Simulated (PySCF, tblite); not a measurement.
**C₄H₁₀OSSi: dynamics, then NMR shifts on frames**

Aim: move C₄H₁₀OSSi (`[SiH3]S[C@H]1CCCO1`) away from its starting geometry and see how NMR shifts follow the geometry.

The runs use tblite 0.8.0 and PySCF 2.14.0, with density-fitted response routines of our own; the level of theory stands in each step. All values are computed, except where a source is named. Atoms are numbered from 0 throughout.

### 1 The molecule as given

17 atoms, charge 0, multiplicity 1; geometry from: GFN2-xTB.

Bonds of the start (Å): Si0–S1 2.15, S1–C2 1.84, C2–C3 1.52, C3–C4 1.53, C4–C5 1.53, C5–O6 1.43, O6–C2 1.40, Si0–H7 1.46, Si0–H8 1.45, Si0–H9 1.46, C2–H10 1.09, C3–H11 1.09, C3–H12 1.09, C4–H13 1.09, C4–H14 1.09, C5–H15 1.09, C5–H16 1.10.

### 2 Thermal motion with GFN2-xTB

Job settings and geometry (Å):

```
{"job": {"kind": "md", "xc": "GFN2-xTB", "basis": "xTB", "temperature": 600, "steps": 2000, "every": 50, "frames": 5}, "charge": 0, "multiplicity": 1}
Si     2.576473    -0.307964     0.625729
S      1.335980    -0.733780    -1.077865
C      0.091192     0.571339    -0.695883
C     -1.322655     0.050326    -0.917839
C     -1.614077    -0.586090     0.438411
C     -0.898067     0.374806     1.386608
O      0.191304     0.929264     0.654087
H      3.750723    -1.114449     0.324723
H      2.871179     1.114299     0.633205
H      1.923803    -0.795181     1.834357
H      0.350949     1.434577    -1.314094
H     -2.000248     0.884183    -1.111576
H     -1.366156    -0.653739    -1.744526
H     -1.160167    -1.576403     0.485851
H     -2.676002    -0.667008     0.655407
H     -0.505773    -0.111617     2.282952
H     -1.555457     1.199467     1.690217
```

Method: GFN2-xTB Langevin dynamics, gas phase.

Command:

```console
> OMP_NUM_THREADS=1 python probes_run.py task.json out
```

This one command runs all jobs of the session in turn.

Output:

```text
t/fs     T/K      E/eV
    0.0   518.0   -618.92603
   25.0   399.3   -618.29326
   50.0   372.5   -617.93926
   75.0   529.9   -618.19778
  100.0   620.7   -618.05356
  125.0   573.5   -617.77669
  150.0   591.4   -618.03822
  175.0   476.6   -617.95519
  200.0   531.5   -617.92143
  225.0   524.2   -617.77858
  250.0   553.0   -617.90727
  275.0   716.7   -618.06965
  300.0   574.9   -617.64700
  325.0   530.0   -617.63445
  350.0   488.8   -618.09479
  375.0   381.9   -618.08741
  400.0   521.2   -618.11920
  425.0   551.8   -617.83797
  450.0   594.4   -617.76907
  475.0   435.9   -617.20838
  500.0   696.9   -617.70798
  525.0   609.9   -617.58619
  550.0   601.2   -617.53871
  575.0   601.4   -617.67371
  600.0   560.8   -617.53240
  625.0   725.2   -617.91174
  650.0   462.7   -617.23928
  675.0   539.7   -617.29646
  700.0   685.9   -617.40848
  725.0   449.4   -616.62521
  750.0   845.5   -617.40526
  775.0   960.5   -617.98960
  800.0   669.4   -617.59052
  825.0   735.2   -617.72098
  850.0   650.6   -617.47553
  875.0   576.8   -617.32145
  900.0   817.3   -617.65349
  925.0   697.6   -617.72351
  950.0   501.0   -617.65692
  975.0   436.3   -617.56138
 1000.0   545.6   -617.67214
```

It took 15 s on 1 thread of Arm Neoverse V1, shared host; peak memory 0.18 GiB.

Distance from the start (root mean square after alignment): 0 fs 0.00 Å, 200 fs 0.57 Å, 400 fs 0.58 Å, 600 fs 1.13 Å, 800 fs 1.05 Å, 1000 fs 1.18 Å.

Positions (Å) and forces (eV/Å) at 1000 fs:

```xyz
17

Si    1.989    1.072    1.489   -0.395    0.668   -1.335
S     0.376    0.446    0.191   -0.217    0.359    0.215
C    -1.104    1.306    0.909   -1.122   -2.498    0.577
C    -2.347    1.089   -0.040    1.349   -2.531    0.316
C    -3.328    0.082    0.633   -0.334   -0.615    0.606
C    -2.692   -0.059    2.043   -1.309    0.443    0.635
O    -1.437    0.557    2.135    0.233    1.427   -1.344
H     2.615    0.023    2.183    0.248   -0.930    0.786
H     2.914    1.427    0.411    0.104    0.247    0.181
H     1.457    2.176    2.255    0.010    0.094    0.143
H    -0.857    2.350    1.149   -0.181   -0.416   -0.137
H    -2.707    2.037   -0.189   -1.541    1.988   -0.252
H    -2.118    0.668   -1.011    0.750    0.054   -0.188
H    -3.578   -1.021    0.377    1.278    1.795   -0.938
H    -4.341    0.537    0.558    0.586   -0.038    0.779
H    -2.550   -1.095    2.373   -0.121    0.040   -0.220
H    -3.430    0.419    2.735    0.664   -0.087    0.174
```

### 3 NMR shieldings: 250 fs, PBE0/pcSseg-1

Job settings and geometry (Å):

```
{"job": {"kind": "nmr", "xc": "PBE0", "basis": "pcSseg-1", "pop": false}, "charge": 0, "multiplicity": 1}
Si     2.753900    -0.081000     0.358900
S      1.003000    -0.798200    -0.628800
C     -0.274800     0.636300    -0.221000
C     -1.701400     0.190800    -0.693000
C     -2.239500    -0.488800     0.508800
C     -1.668400     0.367100     1.685900
O     -0.375900     0.813500     1.160100
H      3.721000    -1.065500    -0.137600
H      3.030100     1.199700    -0.221400
H      2.144000    -0.092200     1.791200
H      0.173600     1.474300    -0.689500
H     -2.353500     0.905300    -1.169500
H     -1.419600    -0.522400    -1.418700
H     -1.872100    -1.542200     0.696700
H     -3.331300    -0.706600     0.417100
H     -1.415100    -0.107500     2.596500
H     -2.242100     1.327600     1.721400
```

Method: GIAO PBE0/pcSseg-1 NMR shielding, non-relativistic, gas phase.

Output:

```text
coarse grid: 14880 points
cycle   1  E = -920.5962024289  dE =  6.713e-01  |g| = 5.944e-01  |ddm| = 3.625e+00
cycle   2  E = -920.5320333436  dE =  6.417e-02  |g| = 8.560e-01  |ddm| = 1.212e+00
cycle   3  E = -920.6695807262  dE = -1.375e-01  |g| = 9.468e-02  |ddm| = 7.252e-01
cycle   4  E = -920.6711056462  dE = -1.525e-03  |g| = 4.481e-02  |ddm| = 1.383e-01
cycle   5  E = -920.6715686679  dE = -4.630e-04  |g| = 8.338e-03  |ddm| = 5.619e-02
cycle   6  E = -920.6715810029  dE = -1.233e-05  |g| = 4.368e-03  |ddm| = 1.214e-02
cycle   7  E = -920.6715858074  dE = -4.804e-06  |g| = 5.844e-04  |ddm| = 5.060e-03
final grid: 133432 points
cycle   8  E = -920.7268357940  dE = -2.374e-05  |g| = 1.230e-02  |ddm| = 2.715e-02
cycle   9  E = -920.7267998936  dE =  3.590e-05  |g| = 1.843e-02  |ddm| = 2.138e-02
cycle  10  E = -920.7268656427  dE = -6.575e-05  |g| = 1.246e-03  |ddm| = 1.291e-02
cycle  11  E = -920.7268659687  dE = -3.260e-07  |g| = 2.754e-04  |ddm| = 1.479e-03
cycle  12  E = -920.7268659853  dE = -1.656e-08  |g| = 8.857e-05  |ddm| = 3.931e-04
cycle  13  E = -920.7268659871  dE = -1.873e-09  |g| = 3.221e-05  |ddm| = 1.287e-04
cycle  14  E = -920.7268659874  dE = -2.453e-10  |g| = 4.487e-06  |ddm| = 3.049e-05
converged SCF energy = -920.7268659874

GIAO shielding tensors (ppm)
atom      isotropic    diamagn.    paramagn.     s11        s22        s33       span
  0 Si     412.013     880.834    -468.821    378.407    414.456    443.176     64.769
  1 S      532.952    1060.734    -527.782    234.124    438.733    925.998    691.875
  2 C       80.671     248.707    -168.036     41.500     81.176    119.336     77.836
  3 C      151.183     252.268    -101.085    125.162    152.515    175.871     50.708
  4 C      157.859     250.156     -92.297    131.539    160.816    181.223     49.684
  5 C      102.758     245.227    -142.470     46.077    101.429    160.768    114.690
  6 O      235.116     399.829    -164.712    190.365    213.519    301.465    111.099
  7 H       26.717      29.095      -2.379     23.255     24.483     32.412      9.157
  8 H       27.118      30.447      -3.329     23.194     25.276     32.884      9.690
  9 H       24.654      28.006      -3.352     19.693     24.478     29.790     10.097
 10 H       25.966      33.705      -7.739     21.801     26.056     30.040      8.240
 11 H       29.461      31.259      -1.798     24.208     27.217     36.958     12.750
 12 H       29.897      33.319      -3.422     24.337     30.897     34.458     10.121
 13 H       28.363      30.544      -2.182     24.624     26.105     34.360      9.736
 14 H       29.038      27.676       1.362     24.584     25.974     36.555     11.971
 15 H       27.185      29.522      -2.337     22.376     26.196     32.981     10.605
 16 H       26.681      27.930      -1.248     20.730     25.572     33.741     13.011
```

Run time: 33 s. Hardware: 1 thread of Arm Neoverse V1, shared host; peak memory 0.92 GiB.

Shifts follow as δ = σ(reference) − σ, with reference shieldings (ppm) from runs at the same level and on the same kind of geometry: 1H TMS 31.72, 13C TMS 186.9, 29Si TMS 349.2, 17O H2O 336.1, 33S CS2 504. The references are single molecules in the gas phase, so shifts against H2O, NH3, PH3, H3PO4 or CFCl3 are not on the usual liquid scales and can be off by tens of ppm. Each atom is listed at this fixed geometry, with no averaging over motion; a spectrum would average atoms that exchange fast.

| atoms | environment | σ (ppm) | δ (ppm) |
| --- | --- | --- | --- |
| C2 | sp3 CH bonded to O and S | 80.7 | 106.3 |
| C5 | sp3 CH2 bonded to O | 102.8 | 84.2 |
| C3 | sp3 CH2 in a ring | 151.2 | 35.7 |
| C4 | sp3 CH2 in a ring | 157.9 | 29.1 |
| H9 | hydrogen on a silicon bonded to S | 24.65 | 7.06 |
| H10 | hydrogen on an sp3 CH bonded to O and S | 25.97 | 5.75 |
| H16 | hydrogen on an sp3 CH2 bonded to O | 26.68 | 5.04 |
| H7 | hydrogen on a silicon bonded to S | 26.72 | 5.00 |
| H8 | hydrogen on a silicon bonded to S | 27.12 | 4.60 |
| H15 | hydrogen on an sp3 CH2 bonded to O | 27.18 | 4.53 |
| H13 | hydrogen on an sp3 CH2 in a ring | 28.36 | 3.35 |
| H14 | hydrogen on an sp3 CH2 in a ring | 29.04 | 2.68 |
| H11 | hydrogen on an sp3 CH2 in a ring | 29.46 | 2.26 |
| H12 | hydrogen on an sp3 CH2 in a ring | 29.90 | 1.82 |
| Si0 | silicon bonded to S, 3 H | 412.0 | -62.9 |
| S1 | sulfur bonded to C, Si | 533 | -29 |
| O6 | ether oxygen | 235.1 | 101.0 |

Ring of atoms C2, C3, C4, C5, O6: NICS(0) -7.2, NICS(1) -3.4, NICS(1)zz -6.5 ppm (means of both faces).

Orbitals, density, ELF and potential are computed afterwards from the orbital file.

Frontier orbitals at PBE0/pcSseg-1, with the share of their density that lies nearest to each atom:

| orbital | energy (eV) | lies on |
| --- | --- | --- |
| HOMO | -6.43 | S1 78 %; H9 6 % |
| LUMO | -0.02 | Si0 27 %; H7, H8, H9 about 19 % each; S1 8 % |

ELF in a plane through or near 4 of the atoms.

Ten even steps from '0' (0.00) to '9' (1.00):
```
0000000000000000000000000000
0000000000000000000000000000
0000000000000000000000000000
0000000011000015850000000000
0000001799810049995000000000
0000004999910029996000000000
0000026999901306973000000000
0000125999803633454000000000
0000341117201543797321000000
0001561574421210544898200000
0001563418766531765898200000
0000233258658765385354000000
0000011137876346343000000000
0000000028884038863000000000
0000000037872049731000000000
0000000015651016410000000000
0000000000000000000000000000
0000000000000000000000000000
0000000000000000000000000000
0000000000000000000000000000
```
The map spans 13.4 Å across and 9.6 Å up, centred on the molecule. Atoms in the plane (x, y in Å): Si0 (-3.1, 0.2), C3 (1.3, -1.1), H9 (-2.4, 1.6), H15 (1.2, 2.2).

On the surface of density 0.002 e/bohr³ the electrostatic potential runs, from the 1st to the 99th percentile, from -1.31 V near O6 to 1.34 V near Si0.

### 4 Nuclear shieldings: 425 fs, PBE0/pcSseg-1

Job settings and geometry (Å):

```
{"job": {"kind": "nmr", "xc": "PBE0", "basis": "pcSseg-1", "pop": false}, "charge": 0, "multiplicity": 1}
Si     2.503200     0.656900     0.609200
S      0.876700    -0.377900    -0.544600
C     -0.573400     0.791900    -0.145200
C     -1.912900     0.150300    -0.365400
C     -2.318000    -0.424800     1.102800
C     -1.092900     0.164300     2.007600
O     -0.417900     1.107900     1.219900
H      3.746000    -0.096000     0.107300
H      2.681200     2.144100     0.569900
H      2.300100     0.486900     2.052300
H     -0.440100     1.613500    -0.894900
H     -2.632600     0.893700    -0.605200
H     -1.927300    -0.554100    -1.193900
H     -2.455000    -1.540900     1.249000
H     -3.180400     0.022500     1.444400
H     -0.460400    -0.651100     2.312500
H     -1.414600     0.476100     3.013500
```

With the program's defaults for keys left out, this is: GIAO PBE0/pcSseg-1 NMR shielding, non-relativistic, gas phase.

Output:

```text
coarse grid: 14880 points
cycle   1  E = -920.6166404297  dE =  5.221e-01  |g| = 5.417e-01  |ddm| = 3.639e+00
cycle   2  E = -920.5755266602  dE =  4.111e-02  |g| = 7.375e-01  |ddm| = 9.985e-01
cycle   3  E = -920.6770681801  dE = -1.015e-01  |g| = 7.782e-02  |ddm| = 5.750e-01
cycle   4  E = -920.6779367731  dE = -8.686e-04  |g| = 3.911e-02  |ddm| = 9.911e-02
cycle   5  E = -920.6783053929  dE = -3.686e-04  |g| = 6.516e-03  |ddm| = 4.814e-02
cycle   6  E = -920.6783137731  dE = -8.380e-06  |g| = 2.828e-03  |ddm| = 9.552e-03
final grid: 133432 points
cycle   7  E = -920.7340989759  dE = -2.355e-05  |g| = 1.125e-02  |ddm| = 2.546e-02
cycle   8  E = -920.7340734348  dE =  2.554e-05  |g| = 1.650e-02  |ddm| = 1.769e-02
cycle   9  E = -920.7341216771  dE = -4.824e-05  |g| = 1.260e-03  |ddm| = 1.084e-02
cycle  10  E = -920.7341220243  dE = -3.472e-07  |g| = 2.358e-04  |ddm| = 1.480e-03
cycle  11  E = -920.7341220391  dE = -1.478e-08  |g| = 4.944e-05  |ddm| = 3.432e-04
cycle  12  E = -920.7341220396  dE = -4.989e-10  |g| = 2.626e-05  |ddm| = 8.659e-05
converged SCF energy = -920.7341220396

GIAO shielding tensors (ppm)
atom      isotropic    diamagn.    paramagn.     s11        s22        s33       span
  0 Si     398.813     878.026    -479.213    326.135    400.423    469.882    143.747
  1 S      509.120    1059.112    -549.992    203.401    471.637    852.322    648.922
  2 C       91.074     250.379    -159.304     55.826     82.478    134.918     79.092
  3 C      152.763     247.281     -94.518    128.438    152.118    177.735     49.296
  4 C      148.843     248.237     -99.394    105.843    165.485    175.200     69.357
  5 C      120.371     243.866    -123.494     76.109    107.757    177.248    101.139
  6 O      226.156     397.178    -171.022    148.992    212.904    316.573    167.581
  7 H       26.358      27.165      -0.807     22.895     23.677     32.501      9.606
  8 H       26.524      28.024      -1.499     23.429     24.319     31.825      8.396
  9 H       27.023      29.270      -2.247     22.497     26.548     32.026      9.529
 10 H       24.735      30.938      -6.203     20.021     24.956     29.226      9.205
 11 H       30.214      30.289      -0.075     24.337     28.265     38.042     13.705
 12 H       29.548      30.104      -0.556     24.724     28.197     35.723     11.000
 13 H       28.369      28.315       0.054     24.608     25.260     35.239     10.631
 14 H       30.528      30.326       0.202     25.704     28.311     37.568     11.864
 15 H       27.860      32.002      -4.141     23.883     27.037     32.661      8.778
 16 H       27.361      27.871      -0.510     23.190     25.548     33.347     10.157
```

It took 24 s on 1 thread of Arm Neoverse V1, shared host; peak memory 0.87 GiB.

This run: δ C2 95.9, C5 66.6, C4 38.1, C3 34.2, H10 6.98, H7 5.36 ppm.

[end of part 1 of 2]
